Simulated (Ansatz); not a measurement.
# AlClLiO radical (SMILES [Li][O][Al][Cl]): single points off equilibrium

Aim: energy, forces and dipole at a structure displaced at random from a GFN2-xTB minimum, from CCSD(T) and from density functionals.

Program: Ansatz 0.2.0, Gaussian basis. Level of theory: single points in def2-TZVPP. These are calculated values, not measurements.

Cores are frozen in the correlated methods. The outer core shell of Li, Na, Mg and K is correlated. Orbitals are unrestricted.

## 1. The starting structure

SMILES `[Li][O][Al][Cl]`, 4 atoms, charge 0, spin multiplicity 2.

Atoms are counted from 1 here; the program's logs count them from 0.

Bond lengths: Li1–O2 1.594 Å, O2–Al3 1.640 Å, Al3–Cl4 2.100 Å. Angles: Li1–O2–Al3 171.0°, O2–Al3–Cl4 142.0°.

Geometry (Å):

```xyz
4

Li   -0.2917   -1.1568    2.1088
O     0.1318   -0.2172    0.8934
Al    0.4048    0.6073   -0.4980
Cl   -0.2697    0.7814   -2.4793
```

## 2. CCSD(T)/def2-TZVPP

Contents of run/in.yaml:

```yaml
crystal:
  periodic: [false, false, false]
  atoms:
    - {symbol: Li, position_ang: [-0.291700, -1.156800, 2.108800]}
    - {symbol: O, position_ang: [0.131800, -0.217200, 0.893400]}
    - {symbol: Al, position_ang: [0.404800, 0.607300, -0.498000]}
    - {symbol: Cl, position_ang: [-0.269700, 0.781400, -2.479300]}
basis:
  gaussian: {orbitals: def2-TZVPP}
magnetization: {spin_polarized: true, initial_magnetization: 1}
correlation: {method: ccsd_t}
scf: {omitted_lower_state_checks: [cluster_reference]}
output: {forces: true}
```

No record of the launch command was kept for these runs.

## 3. PBE0-D4/def2-TZVPP

Edit run/in.yaml of step 2 so:

```diff
@@ -10,4 +10,3 @@
 magnetization: {spin_polarized: true, initial_magnetization: 1}
-correlation: {method: ccsd_t}
-scf: {omitted_lower_state_checks: [cluster_reference]}
-output: {forces: true}
+hamiltonian: {xc: pbe0, dispersion: d4}
+output: {forces: true, orbitals: {seedname: orbitals}}
```

## 4. wB97M-V/def2-TZVPP

Edit run/in.yaml of step 3 so:

```diff
@@ -10,3 +10,3 @@
 magnetization: {spin_polarized: true, initial_magnetization: 1}
-hamiltonian: {xc: pbe0, dispersion: d4}
-output: {forces: true, orbitals: {seedname: orbitals}}
+hamiltonian: {xc: {name: wB97M-V}}
+output: {forces: true}
```

## 5. r2SCAN-D4/def2-TZVPP

Edit run/in.yaml of step 4 so:

```diff
@@ -10,3 +10,3 @@
 magnetization: {spin_polarized: true, initial_magnetization: 1}
-hamiltonian: {xc: {name: wB97M-V}}
+hamiltonian: {xc: r2scan, dispersion: d4}
 output: {forces: true}
```

## 6. PBE-D4/def2-TZVPP

Edit run/in.yaml of step 5 so:

```diff
@@ -10,3 +10,3 @@
 magnetization: {spin_polarized: true, initial_magnetization: 1}
-hamiltonian: {xc: r2scan, dispersion: d4}
+hamiltonian: {xc: pbe, dispersion: d4}
 output: {forces: true}
```

## 7. HSE06-D4/def2-TZVPP

Edit run/in.yaml of step 6 so:

```diff
@@ -10,3 +10,3 @@
 magnetization: {spin_polarized: true, initial_magnetization: 1}
-hamiltonian: {xc: pbe, dispersion: d4}
+hamiltonian: {xc: hse06, dispersion: d4}
 output: {forces: true}
```

## 8. wB97X-V/def2-TZVPP

Edit run/in.yaml of step 7 so:

```diff
@@ -10,3 +10,3 @@
 magnetization: {spin_polarized: true, initial_magnetization: 1}
-hamiltonian: {xc: hse06, dispersion: d4}
+hamiltonian: {xc: {name: wB97X-V}}
 output: {forces: true}
```

(Steps that only read results are left out.)

Before running it: what results should come out? Wanted: energy less free atoms, CCSD(T)/def2-TZVPP; RMS force component; RMS force error; HOMO and LUMO, PBE0-D4; T1 diagnostic.

As calculated:

| quantity | value |
| --- | --- |
| energy less free atoms, CCSD(T)/def2-TZVPP | -1185.0 kJ/mol |
| RMS force component | 0.494 to 0.559 eV/Å over the methods |
| RMS force error | PBE0-D4 0.093, wB97M-V 0.071, r2SCAN-D4 0.036, PBE-D4 0.146, HSE06-D4 0.092, wB97X-V 0.042 eV/Å |
| HOMO and LUMO, PBE0-D4 | -4.29 and -1.40 eV |
| T1 diagnostic | 0.017 |

**Reading.** Against CCSD(T) the functionals' energies less atoms differ by -70.6 to -26.5 kJ/mol, PBE-D4 by -70.6 kJ/mol. The reference is not at the basis limit: in triple zeta CCSD(T) underbinds, which counts against methods that bind more; the gaps are no ranking. For forces r2SCAN-D4 does best and PBE-D4 worst. Frozen-core CCSD(T) forces in triple zeta carry basis errors of their own, and this is one geometry, so small gaps rank nothing.
